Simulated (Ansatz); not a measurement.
# AlGaH₃NO: ionisation energy by level of theory

One table from this session's results is given with a row withheld; the runs are named, their logs left out.

The runs use Ansatz 0.2.0, Gaussian basis; unrestricted cation, the program's frozen cores in correlated methods.

Plan: UKS PBE-D4/def2-TZVPP; UKS r2SCAN-D4/def2-TZVPP; UKS PBE0-D4/def2-TZVPP; UKS B3LYP-D4/def2-TZVPP; UKS wB97X-V/def2-TZVPP; UKS wB97M-V/def2-TZVPP; UKS B2PLYP/def2-TZVPP; UHF-CCSD(T)/def2-TZVPP; UHF-MP2/def2-QZVPP; extrapolation to the limit; then −ε(HOMO) from the neutral's earlier runs with LDA (SPW92), PBE-D4, revPBE-D4, BLYP-D4, r2SCAN-D4, B97M-V, PBE0-D4, B3LYP-D4, r2SCANh-D4, r2SCAN0-D4, HSE06-D4, BHLYP-D4, CAM-B3LYP-D4, LC-ωPBE, ωB97X-V, ωB97M-V.

**The relaxed structure**

The geometry comes from an earlier relaxation with PBE0-D4 in a triple-zeta def2 set; it is a stationary point, not always the lowest conformer.

7 atoms, charge 0, spin multiplicity 1.

Atoms are counted from 1 here; the program's logs count them from 0.

Bond lengths: N1–Al2 1.758 Å, N1–H5 1.008 Å, N1–H6 1.007 Å, Al2–O3 1.706 Å, Al2–Ga4 2.336 Å, O3–Ga4 1.875 Å, Ga4–H7 1.568 Å. Angles: Al2–N1–H5 124.8°, Al2–N1–H6 124.6°, H5–N1–H6 110.6°, N1–Al2–O3 137.0°, N1–Al2–Ga4 170.5°, O3–Al2–Ga4 52.5°, Al2–O3–Ga4 81.3°, Al2–Ga4–O3 46.2°, Al2–Ga4–H7 168.4°, O3–Ga4–H7 122.2°.

Set-up of the first run:

in.yaml reads:

```yaml
crystal:
  periodic: [false, false, false]
  atoms:
    - {symbol: N, position_ang: [-1.331701, 1.325061, 0.297377]}
    - {symbol: Al, position_ang: [-0.125438, 0.089446, -0.029811]}
    - {symbol: O, position_ang: [1.218680, -0.586641, 0.774457]}
    - {symbol: Ga, position_ang: [1.294824, -1.596406, -0.804002]}
    - {symbol: H, position_ang: [-1.379766, 1.872736, 1.142281]}
    - {symbol: H, position_ang: [-2.070978, 1.583202, -0.335421]}
    - {symbol: H, position_ang: [2.394379, -2.687398, -1.044871]}
basis:
  gaussian: {orbitals: def2-TZVPP}
total_charge: 1
magnetization: {spin_polarized: true, initial_magnetization: 1}
hamiltonian: {xc: pbe, dispersion: d4}
```

Launch:

```bash
> ansatz run in.yaml --threads 2 --pin off --events-out ev --progress --plain --max-ram 22528MiB --backend cpu
```

Among the steps run: Cation, UKS PBE-D4/def2-TZVPP; Cation, UKS r2SCAN-D4/def2-TZVPP; Cation, UKS PBE0-D4/def2-TZVPP; Cation, UKS B3LYP-D4/def2-TZVPP; Cation, UKS wB97X-V/def2-TZVPP; Cation, UKS wB97M-V/def2-TZVPP; Cation, UKS B2PLYP (frozen core)/def2-TZVPP; Cation, UHF-CCSD(T)/def2-TZVPP; Cation, UHF-MP2/def2-QZVPP.

One of the session's tables, all rows but one given; the rest of the session is left out.

It belongs to the step «Ionisation energies side by side». Orbital estimates, from the neutral's runs:

```
  functional  −ε(HOMO) (eV)
 LDA (SPW92)           5.10
      PBE-D4           4.95
   revPBE-D4           4.88
     BLYP-D4           4.83
   r2SCAN-D4           5.13
      B97M-V           5.15
     PBE0-D4           5.94
    B3LYP-D4              ?
  r2SCANh-D4           5.51
  r2SCAN0-D4           6.07
    HSE06-D4           5.55
    BHLYP-D4           6.84
CAM-B3LYP-D4           7.16
     LC-ωPBE           8.31
     ωB97X-V           8.06
     ωB97M-V           7.92
```

Q: Estimate the row for B3LYP-D4 from the others.

Worked estimate for «−ε(HOMO) (eV)». Against the share of exact exchange, BLYP-D4 (0, 4.83), BHLYP-D4 (0.5, 6.84) give a slope of 4.02 per unit share; at 0.2 the line stands at 5.63.

**Answer.** −ε(HOMO) (eV): 5.79. In «−ε(HOMO) (eV)» the line misses by -0.16.
